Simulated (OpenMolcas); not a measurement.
# SnSe (SMILES [Se][Sn]): revPBE/cc-pVTZ-PP (Cholesky decomposition, core potential)

What is the vertical ionisation energy of SnSe at revPBE/cc-pVTZ-PP (Cholesky decomposition, core potential)? 

The results are computed with OpenMolcas 26.06.

6 further runs of the same task are left out: 2 that didn't finish, 4 set aside as unsound or not needed.

## 1. The system as given

The species is SnSe (2 atoms), meant as a singlet with charge 0. SMILES: `[Se][Sn]`. The shape comes from GFN2-xTB, which is rough for such elements, and wasn't checked as a minimum.

Bond lengths: Se1–Sn2 2.338 Å.

## 2. The energy at revPBE/cc-pVTZ-PP (Cholesky decomposition, core potential)

Input file struct.xyz:

```xyz
2

Se     0.000000     0.000000     0.000000
Sn     0.000000     0.000000     2.338340
```

Input file test.inp:

```
* SeSn Kohn-Sham DFT

&GATEWAY
 BASLIB = $CurrDir
 COORD = struct.xyz
 BASIS = cc-pVTZ-PP
 GROUP = NoSym

&SEWARD
 MEDIUM

&SCF
 KSDFT = revPBE
 PRORBITALS = 1
```

The basis set cc-pVTZ-PP is read from a file made from the Basis Set Exchange's data (not shown).

Run with:

```
$ export MOLCAS_MEM=1860
$ pymolcas test.inp > test.log
```

Output:

```text
--- Start Module: gateway ---
[...]
--- Stop Module: gateway /rc=_RC_ALL_IS_WELL_ ---
--- Start Module: seward ---
[...]
      Basis functions           78
--- Stop Module: seward /rc=_RC_ALL_IS_WELL_ ---
[...]
--- Start Module: scf ---
[...]
       Convergence after  15 Iterations
[...]
::    Total KS-DFT energy                            -587.6561203253
[...]
      Total spin, S                                     0.0000000000
[...]
      Total electronic charge=   46.000000
      Total            charge=   -0.000000
[...]
      Dipole Moment (debye):
      Origin of the operator (angstrom)=    0.0000    0.0000    1.4031
                   X= -3.6941E-16               Y= -4.1509E-16               Z=  2.6771E+00           Total=  2.6771E+00
      Quadrupole Moment (debye*angstrom):
[...]
--- Stop Module: scf /rc=_RC_ALL_IS_WELL_ ---
[...]
```

Wall time 7.2 s (1 thread of Arm Neoverse V1, shared host); peak memory 0.099 GiB.

## 3. The doublet cation, same level

struct.xyz is that of step 2.

Input file test.input:

```
>>> EXPORT MOLCAS_PRINT=2

&gateway
  baslib = $CurrDir
  coord = struct.xyz
  basis = cc-pVTZ-PP
  group = NoSym

&seward
  medium

&scf
  uhf
  charge = 1
  spin = 2
  ksdft = revPBE
  prorbitals = 1
```

The basis set cc-pVTZ-PP is read from a file made from the Basis Set Exchange's data (not shown).

Run with:

```
$ export MOLCAS_MEM=1860
$ pymolcas test.input > test.log
```

Output:

```text
--- Start Module: gateway ---
[...]
--- Stop Module: gateway /rc=_RC_ALL_IS_WELL_ ---
--- Start Module: seward ---
[...]
      Basis functions           78
--- Stop Module: seward /rc=_RC_ALL_IS_WELL_ ---
[...]
--- Start Module: scf ---
[...]
       Convergence after  24 Iterations
[...]
::    Total KS-DFT energy                            -587.3263588367
[...]
      Total spin, S                                     0.5022136675
[...]
      Total electronic charge=   45.000000
      Total            charge=    1.000000
[...]
      Dipole Moment (debye):
      Origin of the operator (angstrom)=    0.0000    0.0000    1.4031
                   X=  2.0026E-15               Y= -2.8895E-15               Z=  1.6941E+00           Total=  1.6941E+00
      Center of Charge (angstrom)
[...]
--- Stop Module: scf /rc=_RC_ALL_IS_WELL_ ---
[...]
```

It took 11 s on 1 thread of Arm Neoverse V1, shared host; peak memory 0.099 GiB.

## 4. What came out

At revPBE/cc-pVTZ-PP (Cholesky decomposition, core potential):

| quantity | value |
| --- | --- |
| singlet SnSe: total energy | -587.65612 Eh |
| singlet SnSe: dipole moment | 2.68 D |
| singlet SnSe: HOMO energy | -6.01 eV |
| singlet SnSe: LUMO energy | -3.09 eV |
| singlet SnSe: HOMO–LUMO gap | 2.92 eV |
| doublet cation: total energy | -587.32636 Eh |
| doublet cation: HOMO energy (highest over α and β) | -12.23 eV |
| doublet cation: LUMO energy (lowest over α and β) | -11.94 eV |
| doublet cation: ⟨S²⟩ | 0.754 |
| vertical ionisation energy (to the doublet cation) | 8.973 eV |

**Reading.** The vertical ionisation energy comes to 8.97 eV (207 kcal/mol). −ε(HOMO) before ionisation, 6.01 eV, is 2.96 eV below this ionisation energy.
